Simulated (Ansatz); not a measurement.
I need a geometry optimisation of ClFHSn, SMILES [F][SnH][Cl]. Use Ansatz 0.2.0 through its Python package. Settings: CAM-B3LYP, def2-SVP basis, multiplicity 2.

```xyz
4

F    -1.5902    0.2238    0.8750
Sn   -0.2598   -0.1719   -0.4306
Cl    1.3978   -1.4307    0.6080
H     0.5078    1.3185   -1.0726
```

The script, `clfhsn.py`:
```python
"""Relax the ClFHSn molecule."""

import itertools

import ansatz as az
from ase.data import atomic_numbers, covalent_radii
import numpy as np

geometry_ang = [
    ("F", [-1.5902, 0.2238, 0.875]),
    ("Sn", [-0.2598, -0.1719, -0.4306]),
    ("Cl", [1.3978, -1.4307, 0.608]),
    ("H", [0.5078, 1.3185, -1.0726]),
]
system = az.Crystal.molecule()
for symbol, xyz in geometry_ang:
    system = system.atom(symbol, xyz)

calc = system.calculation()
calc = calc.basis(gaussian="def2-SVP")
calc = calc.functional("cam_b3lyp")
calc = calc.spin("collinear", total=1)
calc = calc.accuracy("medium")
symbols = [site.symbol for site in system.cartesian_sites]
start = np.array([site.position_ang for site in system.cartesian_sites], dtype=float)
def progress(event):
    if event["event"] == "relax_step":
        row = event["data"]
        print(f"step {row['step']:3d}  E = {row['lagrangian_ev']:.6f} eV  largest force component {row['allowed_force_max_ev_ang']:.4f} eV/A")


r = calc.relax(force_tolerance=0.005, max_steps=100).session().plan().execute(on_event=progress).report
end = np.array(r["positions_ang"])

print("reference energy %16.6f eV" % r["reference_energy_ev"])
print("total energy     %16.6f eV" % r["free_energy_ev"])
print("occupied orbitals outside the frozen core (up, down):", r["n_occupied"], " frozen:", r["n_frozen"], " virtual:", r["n_virtual"])

# pairs closer than 1.2 times the sum of covalent radii, before or after
radius = [covalent_radii[atomic_numbers[s]] for s in symbols]
span = lambda where, i, j: np.linalg.norm(where[i] - where[j])
bonded = [(i, j) for i, j in itertools.combinations(range(len(symbols)), 2) if min(span(start, i, j), span(end, i, j)) < 1.2 * (radius[i] + radius[j])]
print("pair        before    after (A)")
for i, j in bonded:
    print(f"{symbols[i]}{i}-{symbols[j]}{j}".ljust(10), f"{span(start, i, j):8.4f} {span(end, i, j):8.4f}")
```

`python clfhsn.py` gives:
```text
step   1  E = -21081.055635 eV  largest force component 1.4171 eV/A
step   2  E = -21081.105926 eV  largest force component 0.5658 eV/A
step   3  E = -21081.128111 eV  largest force component 0.0307 eV/A
step   4  E = -21081.128204 eV  largest force component 0.0034 eV/A
reference energy    -21081.128307 eV
total energy        -21081.128307 eV
occupied orbitals outside the frozen core (up, down): [25, 24]  frozen: 0  virtual: [38, 39]
pair        before    after (A)
F0-Sn1       1.9056   1.9383
Sn1-Cl2      2.3261   2.3580
Sn1-H3       1.7952   1.7478
```

These settings explore the input space; basis and method may be short of convergence. The end point is the stationary point reached from this start; no frequency run checks that it is a minimum, and the basis set is modest. def2 sets replace the cores of elements past krypton by effective core potentials. The run takes the species as open-shell (spin multiplicity 2), which needn't be its ground state. Finished in 16 s on 1 thread of Arm Neoverse V2, on a shared host, peak memory 0.27 GiB.
